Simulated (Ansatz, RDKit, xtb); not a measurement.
# Isomers of GeSi2H7F, a sample narrowed down, part 2 of 2

Which of a sample of isomers of GeSi2H7F is the most stable in the gas at 298.15 K, and what are its properties? The sample is small against all isomers, and the most stable one of this formula need not be in it.

xtb, Ansatz and PySCF; isolated molecules.

## (7) Are they minima? Harmonic frequencies

The lowest few in one piece go on as finalists. In this search the thermal terms come from GFN2-xTB at its own nearest minimum. The first, c814a:

File start.xyz:

```xyz
11
c814a
F     -1.096755    -1.806183    -0.781661
Ge     0.584075     0.972445    -0.961511
Si     0.033520    -1.194187    -1.819473
Si    -0.751155     1.181331     1.015452
H      1.206657    -2.134443    -1.826787
H     -0.581813    -1.143679    -3.190275
H      0.240800     2.087977    -1.985514
H      2.096486     1.076661    -0.625914
H     -0.394093     0.077610     1.971243
H     -2.203329     1.067627     0.644887
H     -0.519848     2.507024     1.689735
```

The run is started by

```bash
$ xtb start.xyz --gfn 2 --ohess tight
```

The log of the run (excerpt; [...] marks lines left out):

```text
* xtb version 6.7.1
[...]
          :  # basis functions                  41          :
[...]
          :  # electrons                        26          :
[...]
          :  Hamiltonian                  GFN2-xTB          :
[...]
          :  net charge                          0          :
          :  unpaired electrons                  0          :
[...]
   *** convergence criteria satisfied after 14 iterations ***
[...]
   *** GEOMETRY OPTIMIZATION CONVERGED AFTER 18 ITERATIONS ***
[...]
   *** convergence criteria satisfied after 3 iterations ***
[...]
         ::                     SUMMARY                     ::
         :::::::::::::::::::::::::::::::::::::::::::::::::::::
         :: total energy             -13.758978358754 Eh    ::
         :: gradient norm              0.000210278937 Eh/a0 ::
         :: HOMO-LUMO gap              4.373240308771 eV    ::
         ::.................................................::
         :: SCC energy               -13.837975269319 Eh    ::
         :: -> isotropic ES            0.034709653321 Eh    ::
         :: -> anisotropic ES          0.001834010016 Eh    ::
         :: -> anisotropic XC          0.003738430124 Eh    ::
         :: -> dispersion             -0.007261083370 Eh    ::
         :: repulsion energy           0.078996910565 Eh    ::
         :: add. restraining           0.000000000000 Eh    ::
         :: total charge               0.000000000000 e     ::
         :::::::::::::::::::::::::::::::::::::::::::::::::::::
[...]
        13        2.0000           -0.3771025             -10.2615 (HOMO)
        14                         -0.2163887              -5.8882 (LUMO)
[...]
molecular dipole:
                 x           y           z       tot (Debye)
 q only:        0.138       0.289       0.044
   full:        0.167       0.223      -0.047       0.719
molecular quadrupole (traceless):
[...]
          | TOTAL ENERGY              -13.758978358756 Eh   |
          | TOTAL ENTHALPY            -13.691916563245 Eh   |
          | TOTAL FREE ENERGY         -13.736983872965 Eh   |
          | GRADIENT NORM               0.000210307139 Eh/α |
[...]
```

It took 0.97 s on 2 threads of AMD EPYC (Zen 3), shared host.

## (8) Zero-point energy and free-energy terms

As xtb prints them, at 298.15 K, with its own treatment of low modes:

| label | SMILES | spin | lowest mode (cm⁻¹) | zero-point (kcal/mol) | G − E (kcal/mol) |
| --- | --- | --- | --- | --- | --- |
| c814a | F[SiH2][GeH2][SiH3] | singlet | 7i | 35.8 | 13.8 |
| c318a | F[Si@@H]([SiH3])[GeH3] | singlet | 9 | 35.4 | 13.2 |
| c479a | [F][GeH]([SiH3])[SiH3] | singlet | 36 | 34.7 | 12.6 |
| c008a | [F][GeH2][SiH2][SiH3] | singlet | 14 | 34.5 | 12.6 |

c814a keeps an imaginary mode, a small one that points to a nearly free motion; the harmonic terms are rough for it.

## (9) Energies at the top level

Single points at CCSD(T)/def2-SVP + MP2/def2-TZVPP - MP2/def2-SVP on the refined geometries decide the order.

c814a, CCSD(T)/def2-SVP:

File input.yaml:

```yaml
crystal:
  periodic: [false, false, false]
  atoms:
    - {symbol: F, position_ang: [-1.096755, -1.806183, -0.781661]}
    - {symbol: Ge, position_ang: [0.584075, 0.972445, -0.961511]}
    - {symbol: Si, position_ang: [0.033520, -1.194187, -1.819473]}
    - {symbol: Si, position_ang: [-0.751155, 1.181331, 1.015452]}
    - {symbol: H, position_ang: [1.206657, -2.134443, -1.826787]}
    - {symbol: H, position_ang: [-0.581813, -1.143679, -3.190275]}
    - {symbol: H, position_ang: [0.240800, 2.087977, -1.985514]}
    - {symbol: H, position_ang: [2.096486, 1.076661, -0.625914]}
    - {symbol: H, position_ang: [-0.394093, 0.077610, 1.971243]}
    - {symbol: H, position_ang: [-2.203329, 1.067627, 0.644887]}
    - {symbol: H, position_ang: [-0.519848, 2.507024, 1.689735]}
basis:
  gaussian: {orbitals: def2-SVP}
correlation: {method: ccsd_t, frozen_orbitals: {Ge: 9, F: 1, H: 0, Si: 5}}
```

The run is started by

```bash
$ ansatz run input.yaml --threads 2 --pin off --max-ram 5220MiB --events-out events.jsonl --progress --plain --runs-dir runs
```

The log of the run (excerpt; [...] marks lines left out):

```text
Warning: RAYON_NUM_THREADS=2 ignored (pool sized by the plan → 2); use --threads N
Functional definition: HF
  name "HF"
[...]
1135 factors; integrals over basis functions are off by at most 1.4e-3 eV
[...]
mean field -75001.89127516 eV, -2756.2686662542 hartree, gradient 1.8e-6 eV, S^2 0.000000; 0 other end points of the search recorded, 0 dependent functions left out
20 core orbitals not correlated: weight in the atoms' cores, before any rotation towards them, 1.000 or more for the frozen orbitals, at most 0.000 for the correlated occupied ones
reference -75001.89127516 eV, -2756.2686662542 hartree; 18, 18 occupied and 79, 79 virtual orbitals, 1135 factors
second order -16.92885160 eV of doubles, -0.00000000 eV of singles
cycle   1  -17.59421728 eV  change   -6.7e-1 eV  update   1.1e-1
[...]
cycle   8  -18.30159188 eV  change    2.1e-5 eV  update   3.9e-5
perturbative correction -0.43474766 eV, -0.0159766818 hartree
Total energy: -75020.62761470 eV, -2756.9572140323 hartree
```

Wall time 30 s (2 threads of AMD EPYC (Zen 3), shared host); peak memory 0.55 GiB.

## (10) c814a at MP2/def2-TZVPP

Changes to input.yaml since step 9:

```diff
@@ -15,3 +15,6 @@
 basis:
-  gaussian: {orbitals: def2-SVP}
-correlation: {method: ccsd_t, frozen_orbitals: {Ge: 9, F: 1, H: 0, Si: 5}}
+  gaussian:
+    orbitals: def2-TZVPP
+correlation:
+  method: mp2
+  frozen_orbitals: {Ge: 9, F: 1, H: 0, Si: 5}
```

The run is started by

```bash
$ ansatz run input.yaml --threads 2 --pin off --max-ram 5220MiB --events-out events.jsonl --progress --plain --runs-dir runs
```

The log of the run:

```text
Warning: RAYON_NUM_THREADS=2 ignored (pool sized by the plan → 2); use --threads N
Functional definition: HF
  name "HF"
  exchange = exact_x
  correlation = 0
1539 factors; integrals over basis functions are off by at most 9.9e-4 eV
mean field evaluation 1: about -75015.4714 eV, gradient 3.0e1 eV
mean field evaluation 2: about -75015.6616 eV, gradient 3.0e1 eV
mean field evaluation 4: about -75018.2434 eV, gradient 3.4e0 eV
mean field evaluation 8: about -75018.3090 eV, gradient 1.6e-1 eV
mean field -75018.30910837 eV, -2756.8720104965 hartree, gradient 3.0e-6 eV, S^2 0.000000; 0 other end points of the search recorded, 0 dependent functions left out
20 core orbitals not correlated: weight in the atoms' cores, before any rotation towards them, 1.000 or more for the frozen orbitals, at most 0.000 for the correlated occupied ones
reference -75018.30910837 eV, -2756.8720104965 hartree; 18, 18 occupied and 223, 223 virtual orbitals, 1539 factors
second order -20.84036486 eV of doubles, -0.00000000 eV of singles
Total energy: -75039.14947324 eV, -2757.6378797791 hartree
```

Run time: 23 s. Hardware: 2 threads of AMD EPYC (Zen 3), shared host; peak memory 0.67 GiB.

## (11) c318a at CCSD(T)/def2-SVP

File input.yaml:

```yaml
crystal:
  periodic: [false, false, false]
  atoms:
    - symbol: F
      position_ang: [-1.655998, -0.706953, -2.003875]
    - symbol: Ge
      position_ang: [-0.453213, 2.179541, -0.911945]
    - symbol: Si
      position_ang: [-1.000140, -0.131311, -0.599663]
    - symbol: Si
      position_ang: [0.897945, -1.413296, -0.055322]
    - symbol: H
      position_ang: [-2.043072, -0.262979, 0.481539]
    - symbol: H
      position_ang: [1.943132, -1.273494, -1.128640]
    - symbol: H
      position_ang: [1.458442, -0.888185, 1.241173]
    - symbol: H
      position_ang: [0.550894, -2.867941, 0.111613]
    - symbol: H
      position_ang: [0.624626, 2.340052, -2.015345]
    - symbol: H
      position_ang: [-1.703801, 3.003265, -1.315369]
    - symbol: H
      position_ang: [0.113697, 2.756177, 0.413695]
basis:
  gaussian:
    orbitals: def2-SVP
correlation:
  method: ccsd_t
  frozen_orbitals: {Ge: 9, F: 1, H: 0, Si: 5}
```

The run is started by

```bash
$ ansatz run input.yaml --threads 2 --pin off --max-ram 5220MiB --events-out events.jsonl --progress --plain --runs-dir runs
```

The log of the run (excerpt; [...] marks lines left out):

```text
Warning: RAYON_NUM_THREADS=2 ignored (pool sized by the plan → 2); use --threads N
Functional definition: HF
  name "HF"
[...]
1137 factors; integrals over basis functions are off by at most 1.4e-3 eV
[...]
mean field -75001.65492759 eV, -2756.2599806412 hartree, gradient 2.2e-6 eV, S^2 0.000000; 0 other end points of the search recorded, 0 dependent functions left out
20 core orbitals not correlated: weight in the atoms' cores, before any rotation towards them, 1.000 or more for the frozen orbitals, at most 0.000 for the correlated occupied ones
reference -75001.65492759 eV, -2756.2599806412 hartree; 18, 18 occupied and 79, 79 virtual orbitals, 1137 factors
second order -16.88913022 eV of doubles, -0.00000000 eV of singles
cycle   1  -17.57807223 eV  change   -6.9e-1 eV  update   1.1e-1
[...]
cycle   8  -18.29438081 eV  change    3.0e-5 eV  update   4.0e-5
perturbative correction -0.43643223 eV, -0.0160385886 hartree
Total energy: -75020.38574063 eV, -2756.9483253244 hartree
```

Wall time 37 s (2 threads of AMD EPYC (Zen 3), shared host); peak memory 0.55 GiB.

## (12) Free energies and the winner

Energies in kcal/mol from c814a; G adds the thermal terms to the CCSD(T)/def2-SVP + MP2/def2-TZVPP - MP2/def2-SVP energy. The columns left of the relaxed level are at the tight-binding geometries.

| label | SMILES | spin | GFN2-xTB | HF/STO-3G | r2SCAN-D4/def2-SVP | PBE-D3(BJ)/def2-SVP | HF/def2-SVP | MP2/def2-SVP | CCSD(T)/def2-SVP + MP2/def2-TZVPP - MP2/def2-SVP | G | share at equilibrium | T1 |
| --- | --- | --- | --- | --- | --- | --- | --- | --- | --- | --- | --- | --- |
| c814a | F[SiH2][GeH2][SiH3] | singlet | 0.0 | 0.0 | 0.0 | 0.0 | 0.0 | 0.0 | 0.0 | 0.0 | 100.0 % | 0.012 |
| c318a | F[Si@@H]([SiH3])[GeH3] | singlet | 14.7 | 2.8 | 5.1 | 4.3 | 5.5 | 6.4 | 5.2 | 4.6 | < 0.1 % | 0.012 |
| c479a | [F][GeH]([SiH3])[SiH3] | singlet | 6.6 | 16.5 | 15.2 | 13.8 | 14.8 | 16.1 | 17.0 | 15.7 | < 0.1 % | 0.012 |
| c008a | [F][GeH2][SiH2][SiH3] | singlet | 20.5 | 18.2 | 16.6 | 14.4 | 16.3 | 16.7 | 19.3 | 18.0 | < 0.1 % | 0.012 |

Lowest found: c814a, `F[SiH2][GeH2][SiH3]`, a singlet. Bond lengths: F1–Si3 1.652 Å, Ge2–Si3 2.394 Å, Ge2–Si4 2.395 Å, Si3–H5 1.503 Å, Si3–H6 1.503 Å, Ge2–H7 1.553 Å, Ge2–H8 1.553 Å, Si4–H9 1.503 Å, Si4–H10 1.503 Å, Si4–H11 1.505 Å. Some angles: F1–Si3–Ge2 105.5°, Si3–Ge2–Si4 104.3°, F1–Si3–H5 107.8°, F1–Si3–H6 107.8°, Ge2–Si3–H5 112.8°, Ge2–Si3–H6 113.0°, Si3–Ge2–H7 111.3°, Si3–Ge2–H8 111.2°, Si4–Ge2–H7 111.0°, Si4–Ge2–H8 111.0°.

```xyz
11

F    -1.0968   -1.8062   -0.7817
Ge    0.5841    0.9724   -0.9615
Si    0.0335   -1.1942   -1.8195
Si   -0.7512    1.1813    1.0155
H     1.2067   -2.1344   -1.8268
H    -0.5818   -1.1437   -3.1903
H     0.2408    2.0880   -1.9855
H     2.0965    1.0767   -0.6259
H    -0.3941    0.0776    1.9712
H    -2.2033    1.0676    0.6449
H    -0.5198    2.5070    1.6897
```

## (13) Outcome

What follows sums up all 2 parts.

```
                                 quantity                                                                  value
                   lowest structure found                                           F[SiH2][GeH2][SiH3], singlet
                            next finalist              F[Si@@H]([SiH3])[GeH3], singlet, 4.6 kcal/mol higher in G
share at equilibrium, among the finalists                                                                100.0 %
                                   funnel  4 starts, 4 minima at GFN2-xTB, 7 screening runs, 4 relaxed, 4 ranked
                     CPU time of all runs                                                                 18 min
```

What this shows: `F[SiH2][GeH2][SiH3]` comes out lowest. The margin of 4.6 kcal/mol over the next finalist is beyond the usual error of the last level; it says nothing of structures that weren't ranked. GFN2-xTB, HF/STO-3G, r2SCAN-D4/def2-SVP, PBE-D3(BJ)/def2-SVP, HF/def2-SVP and MP2/def2-SVP already put its bonding pattern lowest among the structures in one piece. The largest share of the time went into the relaxations (55 %). The search is not exhaustive (a finite list of starts, one conformer a finalist), so a lower isomer can't be ruled out. Patterns outside the rules of the enumeration were met only by chance. The lowest isomer need not be the one that is made and kept in a bottle, which depends on barriers.
